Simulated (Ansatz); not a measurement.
**ClFH₄HfN₂: shape, modes and thermochemistry**

Aim: relax ClFH₄HfN₂ from a cheap starting geometry, then compute its harmonic vibrations to see whether it is a minimum and to get the zero-point energy and entropy.

The runs use Ansatz 0.2.0, Gaussian basis; RKS PBE0-D4/def2-TZVP.

Plan: relaxation at PBE0-D4/def2-TZVP; harmonic vibrations at the same level.

1 further run of the same task is left out (set aside as unsound or not needed).

## 1. The starting structure

9 atoms, charge 0, spin multiplicity 1.

Atoms are counted from 1 here; the program's logs count them from 0.

Bond lengths: N1–Hf2 2.004 Å, N1–H6 1.019 Å, N1–H7 1.020 Å, Hf2–N3 2.005 Å, Hf2–F4 1.890 Å, Hf2–Cl5 2.281 Å, N3–H8 1.019 Å, N3–H9 1.023 Å. Angles: Hf2–N1–H6 127.1°, Hf2–N1–H7 122.5°, H6–N1–H7 106.8°, N1–Hf2–N3 108.5°, N1–Hf2–F4 119.3°, N1–Hf2–Cl5 105.6°, N3–Hf2–F4 97.0°, N3–Hf2–Cl5 127.8°, F4–Hf2–Cl5 99.3°, Hf2–N3–H8 125.0°, Hf2–N3–H9 109.9°, H8–N3–H9 106.0°.

The start is a GFN2-xTB geometry. Hf takes the def2 core potential; no spin-orbit term is included.

## 2. Relaxation at PBE0-D4/def2-TZVP

Contents of in.yaml:

```yaml
crystal:
  periodic: [false, false, false]
  atoms:
    - {symbol: N, position_ang: [1.024020, 1.293610, -0.247120]}
    - {symbol: Hf, position_ang: [-0.463210, -0.029070, -0.480340]}
    - {symbol: N, position_ang: [-0.516860, -1.218490, 1.132320]}
    - {symbol: F, position_ang: [-0.289600, -1.398070, -1.772500]}
    - {symbol: Cl, position_ang: [-2.184700, 1.141140, -1.414100]}
    - {symbol: H, position_ang: [1.869140, 1.176220, 0.310040]}
    - {symbol: H, position_ang: [0.887970, 2.296950, -0.367970]}
    - {symbol: H, position_ang: [0.023630, -1.073060, 1.984410]}
    - {symbol: H, position_ang: [-0.350390, -2.189210, 0.855250]}
basis:
  gaussian: {orbitals: def2-TZVP}
hamiltonian: {xc: pbe0, dispersion: d4}
relax: {f_tol: 0.005, max_steps: 150}
```

After this run come: Force constants and modes.

Q: Predict the results of all the runs planned. Wanted: point group; shift from the start; total energy; dispersion term; dipole moment; lowest, highest wavenumber; zero-point energy.

The runs gave:

| quantity | value |
| --- | --- |
| point group | C1 |
| steps | 18 |
| shift from the start (rms) | 0.524 Å |
| total energy | -19591.0547 eV |
| dispersion term | -157 meV |
| dipole moment | 3.12 D |
| lowest, highest wavenumber | 93, 3660 cm⁻¹ |
| zero-point energy | 32.7 kcal/mol |
| entropy at 298.15 K | 395.0 J/(mol K) |

What this shows: The relaxed geometry lies 0.52 Å (rms) from the start; the bond that changed most is Hf2–Cl5, from 2.281 to 2.372 Å. No mode is imaginary: a true minimum at this level. The stiffest mode, 3660 cm⁻¹, is an N–H stretch, and 5 modes under 200 cm⁻¹ make the vibrational entropy uncertain. Harmonic hybrid wavenumbers usually lie a few per cent above measured fundamentals. The largest Mulliken charge, +1.39 e, sits on Hf2.
